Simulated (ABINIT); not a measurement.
# B (Cmcm) in ABINIT: a series of runs

One crystal, B, is run at these levels: LDA, LDA-PZ; tasks: relaxation of cell and atoms, single point.

Everything below comes from runs of ABINIT 10.8.3 (patched build). Logs are shortened: lines on timing, memory, paths and dates and some standing lists are left out, and cuts for length are marked. The log counts tension as positive stress, the text compression.

**1. The structure**

It takes space group Cmcm (No. 63, orthorhombic). The conventional cell has a = 5.306 Å, b = 3.327 Å, c = 2.983 Å, α = 90.00°, β = 90.00°, γ = 90.00°. B (site symmetry m) has 7 B at 1.73 to 1.90 Å as nearest neighbours.

The cell was built by a generator and needn't be a form met in nature.

**2. Relaxation of cell and atoms, LDA**

The input, run.abi:

```
# Pseudopotentials
pp_dirpath "./"
pseudos "B.upf"

# Structure
acell 3.1313434942 3.1313434942 2.98329 Angstrom
rprim
     0.8471763015    -0.5313118804     0.0000000000
     0.8471763015     0.5313118804     0.0000000000
     0.0000000000     0.0000000000     1.0000000000
ntypat 1
znucl 5
natom 4
typat 1 1 1 1
chkprim 0
chksymtnons 0
tolsym 1.0e-6
xred
   0.8147900000   0.5118700000            3/4
   0.1852100000   0.4881300000            1/4
   0.5118700000   0.8147900000            1/4
   0.4881300000   0.1852100000            3/4

# Plane-wave basis
ecut 38.0
ecutsm 0.5

# k points
kptopt 1
ngkpt 7 7 7
nshiftk 1
shiftk 0.0 0.0 0.0

# Exchange and correlation
ixc 7

# Bands and occupations
nband 10
occopt 3
tsmear 0.00183747

# SCF cycle
nstep 80
tolvrs 1.0e-12

# Output
iomode 3
prteig 0
prtebands 0
prtwf 0
prtden 0

# Relaxation
ionmov 2
optcell 2
ntime 50
tolmxf 2.0e-5
dilatmx 1.08
```

Potentials or basis: PseudoDojo NC SR LDA v0.4.1 standard.

Started as:

```bash
$ abinit run.abi > log 2>&1
```

run.abo:

```text
.Version 10.8.3 of ABINIT
 Symmetries : space group Cm c m (# 63); Bravais oC (1-face-center ortho.)
================================================================================
 Values of the parameters that define the memory need of the present run
     intxc =       0    ionmov =       2      iscf =       7    lmnmax =       4
     lnmax =       4     mgfft =      36  mpssoang =       2    mqgrid =    3001
     natom =       4  nloc_mem =       1    nspden =       1   nspinor =       1
    nsppol =       1      nsym =       8    n1xccc =    2501    ntypat =       1
    occopt =       3   xclevel =       1
       mpw =        2533          nfft =       46656          nkpt =          64
================================================================================
================================================================================

--------------------------------------------------------------------------------
------------- Echo of variables that govern the present computation ------------
--------------------------------------------------------------------------------
 -outvars: echo values of preprocessed input variables --------
            acell      5.9173816102E+00  5.9173816102E+00  5.6376010542E+00 Bohr
              amu      1.08110000E+01
          chkprim           0
      chksymtnons           0
          dilatmx      1.08000000E+00
             ecut      3.80000000E+01 Hartree
           ecutsm      5.00000000E-01 Hartree
           ionmov           2
                       outvar_i_n : Printing only first  50 k-points.
              ixc           7
                       outvar_i_n : Printing only first  50 k-points.
         kptrlatt        7    0    0      0    7    0      0    0    7
          kptrlen      3.94632074E+01
            natom           4
            nband          10
            ngfft          36      36      36
             nkpt          64
            nstep          80
             nsym           8
            ntime          50
           ntypat           1
                       prtocc : prtvol=0, do not print more k-points.
           occopt           3
          optcell           2
           prtden           0
        prtebands           0
           prteig           0
            prtwf           0
            rprim      8.4717630150E-01 -5.3131188040E-01  0.0000000000E+00
                       8.4717630150E-01  5.3131188040E-01  0.0000000000E+00
                       0.0000000000E+00  0.0000000000E+00  1.0000000000E+00
          spgroup          63
           tolmxf      2.00000000E-05
           tolsym      1.00000000E-06
           tolvrs      1.00000000E-12
           tsmear      1.83747000E-03 Hartree
            typat      1  1  1  1
                       outvars : Printing only first  50 k-points.
[... 1054 lines left out ...]
 cartesian coordinates (angstrom) at end:
    1      3.48402959772321    -0.49799457734309     2.21046266258879
    2      1.76334708408131     0.49799457734309     0.73682088752960
    3      3.48402959772321     0.49799457734309     0.73682088752960
    4      1.76334708408131    -0.49799457734309     2.21046266258879

 cartesian forces (hartree/bohr) at end:
    1      0.00000065081322    -0.00000201570530    -0.00000000000000
    2     -0.00000065081322     0.00000201570530    -0.00000000000000
    3      0.00000065081322     0.00000201570530    -0.00000000000000
    4     -0.00000065081322    -0.00000201570530    -0.00000000000000
 frms,max,avg= 1.2229235E-06 2.0157053E-06   0.000E+00  0.000E+00  0.000E+00 h/b

 cartesian forces (eV/Angstrom) at end:
    1      0.00003346616108    -0.00010365173385    -0.00000000000000
    2     -0.00003346616108     0.00010365173385    -0.00000000000000
    3      0.00003346616108     0.00010365173385    -0.00000000000000
    4     -0.00003346616108    -0.00010365173385    -0.00000000000000
 frms,max,avg= 6.2885255E-05 1.0365173E-04   0.000E+00  0.000E+00  0.000E+00 e/A
 length scales=  5.848966582931  5.848966582931  5.569558725117 bohr
              =  3.095139820920  3.095139820920  2.947283550118 angstroms
 Fermi (or HOMO) energy (hartree) =   0.37514   Average Vxc (hartree)=  -0.45899
 Eigenvalues (hartree) for nkpt=  64  k points:
 kpt#   1, nband= 10, wtk=  0.00292, kpt=  0.0000  0.0000  0.0000 (reduced coord)
  -0.28245    0.09429    0.17030    0.20137    0.23040    0.31937    0.39180    0.46681
   0.47590    0.57848
      occupation numbers for kpt#   1
   2.00000    2.00000    2.00000    2.00000    2.00000    2.00000    0.00023    0.00000
   0.00000    0.00000
 prteigrs : prtvol=0 or 1, do not print more k-points.

--- !EnergyTerms
iteration_state     : {dtset: 1, itime: 9, icycle: 1, }
comment             : Components of total free energy in Hartree
kinetic             :  8.52690767595748E+00
hartree             :  5.52659265990465E-01
xc                  : -5.00671239087830E+00
Ewald energy        : -1.39934969658205E+01
psp_core            :  8.94543407241721E-01
local_psp           : -2.81151888233571E+00
non_local_psp       :  4.45405561251808E-02
internal            : -1.17930773337197E+01
'-kT*entropy'       : -1.25647698882568E-04
total_energy        : -1.17932029814186E+01
total_energy_eV     : -3.20909401404636E+02
band_energy         :  9.34298586645771E-01
...

 rms coord change=  5.3289E-04   atom, delta coord (reduced):
     1        0.000809529436      0.000443372187      0.000000000000
     2       -0.000809529436     -0.000443372187      0.000000000000
     3        0.000443372187      0.000809529436      0.000000000000
     4       -0.000443372187     -0.000809529436      0.000000000000

 Cartesian components of stress tensor (hartree/bohr^3)
  sigma(1 1)= -9.32612589E-08  sigma(3 2)=  0.00000000E+00
  sigma(2 2)=  2.25464771E-08  sigma(3 1)=  0.00000000E+00
  sigma(3 3)=  3.09607646E-08  sigma(2 1)=  0.00000000E+00

-Cartesian components of stress tensor (GPa)         [Pressure=  3.8987E-04 GPa]
- sigma(1 1)= -2.74384097E-03  sigma(3 2)=  0.00000000E+00
- sigma(2 2)=  6.63340259E-04  sigma(3 1)=  0.00000000E+00
- sigma(3 3)=  9.10897144E-04  sigma(2 1)=  0.00000000E+00

== END DATASET(S) ==============================================================
================================================================================

 -outvars: echo values of variables after computation  --------
            acell      5.8489665829E+00  5.8489665829E+00  5.5695587251E+00 Bohr
           etotal     -1.1793202981E+01
            fcart      6.5081321509E-07 -2.0157052968E-06 -0.0000000000E+00
                      -6.5081321509E-07  2.0157052968E-06 -0.0000000000E+00
                       6.5081321509E-07  2.0157052968E-06 -0.0000000000E+00
                      -6.5081321509E-07 -2.0157052968E-06 -0.0000000000E+00
            rprim      8.4768007027E-01 -5.3050777418E-01  0.0000000000E+00
                       8.4768007027E-01  5.3050777418E-01  0.0000000000E+00
                       0.0000000000E+00  0.0000000000E+00  1.0000000000E+00
           strten     -9.3261258936E-08  2.2546477138E-08  3.0960764617E-08
                       0.0000000000E+00  0.0000000000E+00  0.0000000000E+00
           xangst      3.4840295977E+00 -4.9799457734E-01  2.2104626626E+00
                       1.7633470841E+00  4.9799457734E-01  7.3682088753E-01
                       3.4840295977E+00  4.9799457734E-01  7.3682088753E-01
                       1.7633470841E+00 -4.9799457734E-01  2.2104626626E+00
             xred      8.1559952944E-01  5.1231337219E-01  7.5000000000E-01
                       1.8440047056E-01  4.8768662781E-01  2.5000000000E-01
                       5.1231337219E-01  8.1559952944E-01  2.5000000000E-01
                       4.8768662781E-01  1.8440047056E-01  7.5000000000E-01
 Calculation completed.
```

Run time: 3.9 min. Hardware: 1 thread of Arm Neoverse V1, shared host; peak memory 0.09 GiB.

Results:

* Free energy: -320.9094 eV
* Relaxed volume: 6.35 Å³/atom
* Relaxed cell: a = 3.095 Å, b = 3.095 Å, c = 2.947 Å, α = 90.00°, β = 90.00°, γ = 64.08°
* Space group after relaxing (to 0.05 Å): Cmcm (No. 63)
* Energy gained by relaxing: 6.7 meV/atom
* Ionic steps: 9
* Pressure after relaxing: 0.0 GPa
* Band gap on the k mesh: none (metal or under the smearing width)

The path:
```
step  energy change (eV)  largest force (eV/Å)  pressure (GPa)  volume (Å³)
   1              0.0000                0.0584           -8.82        26.33
   2             -0.0246                0.0988           -2.16        25.63
   3             -0.0267                0.0619            0.11        25.40
   4             -0.0268                0.0332            0.11        25.39
   5             -0.0269                0.0043            0.01        25.39
   6             -0.0269                0.0012           -0.01        25.39
   7             -0.0269                0.0003            0.00        25.39
   8             -0.0269                0.0001            0.00        25.39
   9             -0.0269                0.0001            0.00        25.39
```

Final structure:
```
CELL_PARAMETERS angstrom
2.62369 -1.64200 0.00000
2.62369 1.64200 0.00000
0.00000 0.00000 2.94728
ATOMIC_POSITIONS crystal
B 0.81560 0.51231 0.75000
B 0.18440 0.48769 0.25000
B 0.51231 0.81560 0.25000
B 0.48769 0.18440 0.75000
```

[end of part 1 of 2]
